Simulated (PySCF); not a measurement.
# Cu2F4H2S2 ([F2Cu(mu-SH)2CuF2]2-): the cost of one run

Programs: PySCF 2.14.0, with routines of our own; each step states its level. All values are computed. Atoms count from 0.

### 1 The system as given

10 atoms, charge -2, high-spin multiplicity 3; geometry from: idealised, bond lengths from ionic radii.

The system (edge-sharing dimer): [F2Cu(mu-SH)2CuF2]2-. The metals (Cu(II), Cu(II)) are 3.47 Å apart; the bridge angle is 94°; the spin sites are atom 0 (1 unpaired) and atom 1 (1 unpaired).

### 2 Magnetic exchange: B3LYP/def2-SVP H:def2-SV(P) in water

Job settings and geometry (Å):

```
{"job": {"kind": "bs", "xc": "B3LYP", "basis": {"default": "def2-SVP", "H": "def2-SV(P)"}, "grid": 1, "solvent": "water"}, "charge": -2, "high_spin_multiplicity": 3, "spin_sites": [[[0], 1], [[1], 1]]}
Cu    -1.736400     0.000000     0.253700
Cu     1.736400     0.000000     0.253700
S     -0.000000     1.619200     0.253700
H     -0.000000     2.080900    -1.014900
S     -0.000000    -1.619200     0.253700
H     -0.000000    -2.080900    -1.014900
F     -3.046200    -1.348600     0.253700
F     -3.046200     1.348600     0.253700
F      3.046200    -1.348600     0.253700
F      3.046200     1.348600     0.253700
```

With the program's defaults for keys left out, this is: B3LYP/def2-SVP H:def2-SV(P) high-spin and broken-symmetry single points, IEF-PCM water.

Run with:

```
$ OMP_NUM_THREADS=1 python exch_run.py task.json out
```

One launch serves the whole session: the jobs run in the order shown.

Q: Estimate the wall time and peak memory of this first job on 1 thread of Intel Xeon Platinum 8488C, shared host.

About 25 s, with a peak of 0.62 GiB.
